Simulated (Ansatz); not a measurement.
# SiGeH₃ (quartet): wave-function methods side by side, cc-pVTZ

An exercise on one series of results from a longer session: the logs are not shown, and one member is left open.

Method: cc-pVTZ, core rule «outside noble gas», up to 19 orbitals frozen; program: Ansatz 0.2.0, Gaussian basis.

The runs, in order: UHF; CCSD(T) on ROHF; CCSD(T) on UHF; BCCD(T) on ROHF; CCSDT(Q) on ROHF; CCSDT(Q) on UHF; CASSCF and NEVPT2, 11 electrons in 11 orbitals.

3 further runs of the same task are left out: 3 set aside as unsound or not needed.

### The geometry

The geometry is a PBE0/def2-TZVP stationary point (not a proven minimum) of the parent state, kept for this charge and spin. No spin-orbit coupling is included. The filled d shell of Ge may be among the frozen orbitals whatever the setting's name suggests; the logs give the count.

5 atoms, charge 0, spin multiplicity 4.

Atoms are counted from 1 here; the program's logs count them from 0.

Bond lengths: Si1–Ge2 2.440 Å, Si1–H3 1.499 Å, Si1–H4 1.492 Å, Si1–H5 1.492 Å. Angles: Ge2–Si1–H3 101.6°, Ge2–Si1–H4 116.0°, Ge2–Si1–H5 116.0°, H3–Si1–H4 107.3°, H3–Si1–H5 107.3°, H4–Si1–H5 107.7°.

The first run:

File in.yaml:

```yaml
crystal:
  periodic: [false, false, false]
  atoms:
    - {symbol: Si, position_ang: [-0.005941, 0.000000, 1.692878]}
    - {symbol: Ge, position_ang: [-0.001466, 0.000000, -0.747359]}
    - {symbol: H, position_ang: [1.461722, -0.000031, 1.996378]}
    - {symbol: H, position_ang: [-0.595235, 1.204279, 2.346671]}
    - {symbol: H, position_ang: [-0.595286, -1.204254, 2.346671]}
basis:
  gaussian: {orbitals: cc-pVTZ}
magnetization: {spin_polarized: true, initial_magnetization: 3}
hamiltonian: {xc: hf}
output: {orbitals: {seedname: orbitals}}
```

Run with:

```
$ ansatz run in.yaml --threads 1 --pin off --events-out ev --progress --plain --max-ram 2816MiB --backend cpu
```

Steps of the session up to this table: UHF; CCSD(T) on ROHF; CCSD(T) on UHF; BCCD(T) on ROHF; CCSDT(Q) on ROHF; CCSDT(Q) on UHF; CASSCF and NEVPT2, 11 electrons in 11 orbitals.

One of the session's tables, all rows but one given; the rest of the session is left out.

| method | from UCCSDT(Q) (meV) |
| --- | --- |
| ROHF | +6349.2 |
| UHF | +6273.2 |
| RMP2 | +1278.4 |
| UMP2 | +1267.6 |
| RCCSD | +288.9 |
| UCCSD | +267.2 |
| RCCSD(T) | +67.3 |
| UCCSD(T) | +48.6 |
| BCCD(T) | +65.9 |
| RCCSDT | ? |
| UCCSDT | +9.7 |
| RCCSDT(Q) | +19.5 |
| UCCSDT(Q) | 0 |
| CASSCF valence | +4694.0 |
| NEVPT2 valence | +1367.0 |

**Question.** Estimate the row for RCCSDT.

The run gave: from UCCSDT(Q) (meV): +29.0. In the column «from UCCSDT(Q) (meV)» it lies between RCCSDT(Q) (+19.5) and UCCSD(T) (+48.6).

To keep in mind: Restricted and unrestricted rows rest on different reference determinants; where their highest levels disagree by more than a few hundredths of an eV, they describe different states and don't form one ladder.
